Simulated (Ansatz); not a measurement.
**Ti2Te3Pt: a trial structure relaxed**

Aim: relax a trial structure of Ti2Te3Pt and see where it ends.

Computed with Ansatz 0.2.0 (DFT PBE, scalar-relativistic, plane waves, PAW, unless a step's input says otherwise).

**1. Starting point**

It takes space group P-4m2 (No. 115, tetragonal). Conventional cell: a = 3.976 Å, b = 3.976 Å, c = 8.714 Å, α = 90.00°, β = 90.00°, γ = 90.00°. Around Ti (site symmetry 2mm) lie 7 Te at 2.99 to 3.07 Å and 2 Pt at 3.05 Å. Te (site symmetry -4m2) has 4 Pt at 2.81 Å and 4 Ti at 3.05 Å as nearest neighbours. Te (site symmetry 2mm) is surrounded by 5 Ti at 2.99 to 3.07 Å. Pt (site symmetry -4m2) has 4 Te at 2.81 Å and 4 Ti at 3.05 Å as nearest neighbours.

Coordinates:

```
CELL_PARAMETERS angstrom
3.97590 0.00000 0.00000
0.00000 3.97590 0.00000
0.00000 0.00000 8.71371
ATOMIC_POSITIONS crystal
Ti 0.00000 0.50000 0.73400
Ti 0.50000 0.00000 0.26600
Te 0.50000 0.50000 0.00000
Te 0.00000 0.50000 0.38200
Te 0.50000 0.00000 0.61800
Pt 0.00000 0.00000 0.00000
```

Recipe of the guess: species swapped into a database cell of Hf2CuSb3 (P-4m2, No. 115), with Ti on the Hf sites, Pt on the Cu sites and Te on the Sb sites. Lengths come from tabulated atomic sizes and are only a guess.

**2. Probe: one point on a coarse mesh**

input.yaml

```yaml
crystal:
  lattice:
    - [3.97590106, 0.0, 0.0]
    - [0.0, 3.97590106, 0.0]
    - [0.0, 0.0, 8.71370752]
  atoms:
    - { symbol: Ti, position: [0.0, 0.5, 0.73400003] }
    - { symbol: Ti, position: [0.5, 0.0, 0.26599997] }
    - { symbol: Te, position: [0.5, 0.5, 0.0] }
    - { symbol: Te, position: [0.0, 0.5, 0.382] }
    - { symbol: Te, position: [0.5, 0.0, 0.618] }
    - { symbol: Pt, position: [0.0, 0.0, 0.0] }
basis:
  ecutwfc: 420
kpoints:
  mp_grid: { grid: [4, 4, 2] }
hamiltonian:
  xc: pbe
scf:
  occupations: { method: gaussian, width: 0.1 }
  lower_state_search: "off"
output:
  forces: true
  stress: true
  eigenvalues: true
```

On the command line:

```bash
ansatz run input.yaml --threads 1 --pin off --max-ram 2560MiB --backend cpu --events-out ev --progress --plain --runs-dir out
```

Further runs follow: rough relaxation on the coarse mesh; spin check on a coarse mesh; full relaxation.

Before running it: what results should come out? Wanted: conventional cell; volume; energy over the elements; gap on the mesh.

As calculated:

| quantity | value |
| --- | --- |
| symmetry at the end (tolerance 0.05 Å) | space group P-4m2 (No. 115) |
| conventional cell | a = 3.900 Å, b = 3.900 Å, c = 8.254 Å, α = 90.00°, β = 90.00°, γ = 90.00° |
| volume | 20.92 Å³/atom |
| energy over the elements | -0.57 eV/atom |
| gap on the mesh | none (metal) |

The space group P-4m2 (No. 115) is kept, and the volume per atom shrinks by 8.9 % from the first guess. A negative formation energy is needed for stability but isn't enough; other structures and compounds were not set against it here. No finished test with a distortion of lower symmetry is shown, so the end may be a saddle point. Spin-orbit coupling is left out for Pt, Te. Other magnetic orders were not searched.
